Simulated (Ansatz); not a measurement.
# CH₅GeS radical: geometry optimisation

The task: find the minimum of CH₅GeS radical nearest to the start.

Method: UKS PBE-D4/def2-SVP; program: Ansatz 0.2.0.

## Step 1: The starting structure

SMILES `[CH3][GeH2][S]`, 8 atoms, charge 0, spin multiplicity 2.

Atoms are counted from 1 here; the program's logs count them from 0.

Bond lengths: C1–Ge2 1.966 Å, C1–H4 1.107 Å, C1–H5 1.107 Å, C1–H6 1.108 Å, Ge2–S3 2.227 Å, Ge2–H7 1.560 Å, Ge2–H8 1.556 Å. Angles: Ge2–C1–H4 109.8°, Ge2–C1–H5 110.0°, Ge2–C1–H6 109.9°, H4–C1–H5 108.9°, H4–C1–H6 109.4°, H5–C1–H6 108.9°, C1–Ge2–S3 112.5°, C1–Ge2–H7 110.7°, C1–Ge2–H8 111.2°, S3–Ge2–H7 102.9°, S3–Ge2–H8 110.4°, H7–Ge2–H8 108.7°.

Coordinates:

```xyz
8
charge 0, multiplicity 2
C    -0.5867    0.8291   -0.3703
Ge    0.4110   -0.7655    0.2003
S     1.7340   -0.3627    1.9457
H     0.1193    1.6499   -0.5996
H    -1.2684    1.1580    0.4375
H    -1.1860    0.5967   -1.2731
H     1.4184   -1.2119   -0.9045
H    -0.5495   -1.9507    0.5083
```

## Step 2: Relaxation

Input file input.yaml:

```yaml
crystal:
  periodic: [false, false, false]
  atoms:
    - { symbol: C, position_ang: [-0.586665, 0.829114, -0.370263] }
    - { symbol: Ge, position_ang: [0.411004, -0.765455, 0.200339] }
    - { symbol: S, position_ang: [1.734024, -0.362719, 1.945689] }
    - { symbol: H, position_ang: [0.119332, 1.649866, -0.599624] }
    - { symbol: H, position_ang: [-1.268428, 1.158027, 0.437498] }
    - { symbol: H, position_ang: [-1.186046, 0.596722, -1.273117] }
    - { symbol: H, position_ang: [1.418368, -1.21194, -0.904491] }
    - { symbol: H, position_ang: [-0.54949, -1.950715, 0.50827] }
magnetization:
  spin_polarized: true
  initial_magnetization: 1
basis:
  gaussian: { orbitals: def2-SVP }
hamiltonian:
  xc: pbe
  dispersion: d4
output:
  forces: true
relax:
  f_tol: 0.003
  max_steps: 120
```

The run is started by

```bash
ansatz run input.yaml --threads 1 --pin off --max-ram 2560MiB --backend cpu --events-out ev --progress --plain --runs-dir out
```

The program printed:

```text
Warning: RAYON_NUM_THREADS=1 ignored (pool sized by the plan → 1); use --threads N
The last accepted step is kept in <dir> (removed where the run ends without a failure and the disk answers)
Engine: ansatz 0.2.0, aarch64-unknown-linux-gnu
Functional definition: PBE
  parameter kappa = 0.804
  parameter beta = 0.06672455060314922
  exchange = pbe_x(kappa = kappa, mu = beta*pi^2/3)
  correlation = pbe_c(beta = beta)
1004 factors; their error is unknown
mean field evaluation 1: about -68438.5009 eV, gradient 3.9e1 eV
mean field evaluation 2: about -68419.3534 eV, gradient 6.1e1 eV
mean field evaluation 4: about -68445.2281 eV, gradient 5.6e0 eV
mean field evaluation 8: about -68445.3879 eV, gradient 1.7e-1 eV
mean field evaluation 16: about -68445.3292 eV, gradient 8.0e-3 eV
mean field evaluation 32: about -68445.1207 eV, gradient 4.0e0 eV
mean field -68445.32924533 eV, -2515.3194558555 hartree, gradient 4.4e-6 eV, S^2 0.752603; 3 other end points of the search recorded, 0 dependent functions left out
the calculation of the forces begins
reference -68445.32927714 eV, -2515.3194570246 hartree; 30, 29 occupied and 59, 60 virtual orbitals, 1004 factors
relax step   1: F+E_penalty+E_count = -68445.47883679 eV  Δ(F+E_penalty+E_count) = +0.000e0 eV  max|allowed force component| = 3.060e-3 eV/Å  Δτ_max = 0.0000 Å  (103 SCF iters, accepted)
these checks for a lower state are left out or cut short: starts, cluster_reference, orbital_swaps, neighbouring_geometries, increment
1004 factors; their error is unknown
mean field -68445.32925670 eV, -2515.3194562733 hartree, gradient 5.8e-7 eV, S^2 0.752603; 0 other end points of the search recorded, 0 dependent functions left out
the calculation of the forces begins
reference -68445.32928851 eV, -2515.3194574423 hartree; 30, 29 occupied and 59, 60 virtual orbitals, 1004 factors
relax step   2: F+E_penalty+E_count = -68445.47884571 eV  Δ(F+E_penalty+E_count) = -8.914e-6 eV  max|allowed force component| = 1.308e-3 eV/Å  Δτ_max = 0.0018 Å  (43 SCF iters, accepted)
these checks for a lower state are left out or cut short: starts, cluster_reference, orbital_swaps, neighbouring_geometries, increment
1004 factors; their error is unknown
mean field evaluation 64: about -68445.3293 eV, gradient 1.3e-5 eV
mean field -68445.32927349 eV, -2515.3194568901 hartree, gradient 5.7e-6 eV, S^2 0.752603; 0 other end points of the search recorded, 0 dependent functions left out
the calculation of the forces begins
reference -68445.32930529 eV, -2515.3194580589 hartree; 30, 29 occupied and 59, 60 virtual orbitals, 1004 factors
relax step   3: F+E_penalty+E_count = -68445.47885627 eV  Δ(F+E_penalty+E_count) = -1.057e-5 eV  max|allowed force component| = 2.764e-3 eV/Å  Δτ_max = 0.0051 Å  (42 SCF iters, accepted)
these checks for a lower state are left out or cut short: starts, cluster_reference, orbital_swaps, neighbouring_geometries, increment
1004 factors; their error is unknown
mean field -68445.32926630 eV, -2515.3194566262 hartree, gradient 8.5e-6 eV, S^2 0.752603; 0 other end points of the search recorded, 0 dependent functions left out
the calculation of the forces begins
reference -68445.32929810 eV, -2515.3194577947 hartree; 30, 29 occupied and 59, 60 virtual orbitals, 1004 factors
relax step   4: F+E_penalty+E_count = -68445.47886011 eV  Δ(F+E_penalty+E_count) = -3.841e-6 eV  max|allowed force component| = 3.049e-3 eV/Å  Δτ_max = 0.0046 Å  (43 SCF iters, accepted)
these checks for a lower state are left out or cut short: starts, cluster_reference, orbital_swaps, neighbouring_geometries, increment
1004 factors; their error is unknown
mean field -68445.32927097 eV, -2515.3194567976 hartree, gradient 1.8e-6 eV, S^2 0.752603; 0 other end points of the search recorded, 0 dependent functions left out
the calculation of the forces begins
reference -68445.32930276 eV, -2515.3194579661 hartree; 30, 29 occupied and 59, 60 virtual orbitals, 1004 factors
relax step   5: F+E_penalty+E_count = -68445.47886177 eV  Δ(F+E_penalty+E_count) = -1.654e-6 eV  max|allowed force component| = 1.782e-3 eV/Å  Δτ_max = 0.0014 Å  (43 SCF iters, accepted)
1004 factors; their error is unknown
mean field evaluation 96: about -68443.0744 eV, gradient 1.8e1 eV
mean field evaluation 128: about -68445.3016 eV, gradient 1.2e-1 eV
mean field -68445.32927097 eV, -2515.3194567976 hartree, gradient 1.8e-6 eV, S^2 0.752603; 4 other end points of the search recorded, 0 dependent functions left out
the calculation of the forces begins
reference -68445.32930276 eV, -2515.3194579661 hartree; 30, 29 occupied and 59, 60 virtual orbitals, 1004 factors
Total energy: -68445.47889357 eV, -2515.3249553266 hartree
Atom 0 at    -0.586629     0.828991    -0.370277 Å, force    -0.001782     0.001408    -0.000143 eV/Å
Atom 1 at     0.410513    -0.765427     0.200960 Å, force     0.000919    -0.000852     0.000253 eV/Å
Atom 2 at     1.740075    -0.360930     1.940766 Å, force     0.000527     0.000175     0.000610 eV/Å
Atom 3 at     0.119193     1.653056    -0.587639 Å, force     0.000199    -0.000319    -0.000199 eV/Å
Atom 4 at    -1.277678     1.151566     0.432157 Å, force     0.000539    -0.000565    -0.000276 eV/Å
Atom 5 at    -1.176248     0.600473    -1.280486 Å, force     0.000264    -0.000015     0.000122 eV/Å
Atom 6 at     1.412701    -1.215884    -0.907211 Å, force    -0.000606    -0.000075     0.000268 eV/Å
Atom 7 at    -0.549829    -1.948945     0.516030 Å, force    -0.000060     0.000244    -0.000635 eV/Å
Dipole moment:    -0.266527     0.083115    -0.283670 e Å
```

Run time: 48 s. Hardware: 1 thread of Arm Neoverse V2, shared host; peak memory 0.2 GiB.

The steps of the relaxation:

```csv
step,energy from step 1 (eV),largest force component (eV/Å)
1,0.0000,0.0031
2,0.0000,0.0013
3,0.0000,0.0028
4,0.0000,0.0030
5,0.0000,0.0018
```

Close pairs (by a distance rule), those that changed most:

```csv
bond,before (Å),after (Å),change (Å)
C1–Ge2,1.966,1.965,-0.000
Ge2–H7,1.560,1.561,+0.000
Ge2–S3,2.227,2.227,-0.000
C1–H4,1.107,1.107,-0.000
C1–H6,1.108,1.108,-0.000
C1–H5,1.107,1.107,+0.000
Ge2–H8,1.556,1.556,+0.000
```

## Step 3: Outcome

| quantity | value |
| --- | --- |
| energy gained | 0.0000 eV |
| root mean square move | 0.009 Å |
| dipole moment | 1.91 D |

Bond lengths: C1–Ge2 1.965 Å, C1–H4 1.107 Å, C1–H5 1.107 Å, C1–H6 1.108 Å, Ge2–S3 2.227 Å, Ge2–H7 1.561 Å, Ge2–H8 1.556 Å. Angles: Ge2–C1–H4 109.7°, Ge2–C1–H5 110.0°, Ge2–C1–H6 110.0°, H4–C1–H5 108.9°, H4–C1–H6 109.4°, H5–C1–H6 108.9°, C1–Ge2–S3 112.5°, C1–Ge2–H7 110.7°, C1–Ge2–H8 111.3°, S3–Ge2–H7 102.9°, S3–Ge2–H8 110.4°, H7–Ge2–H8 108.7°. No frequencies were computed here.
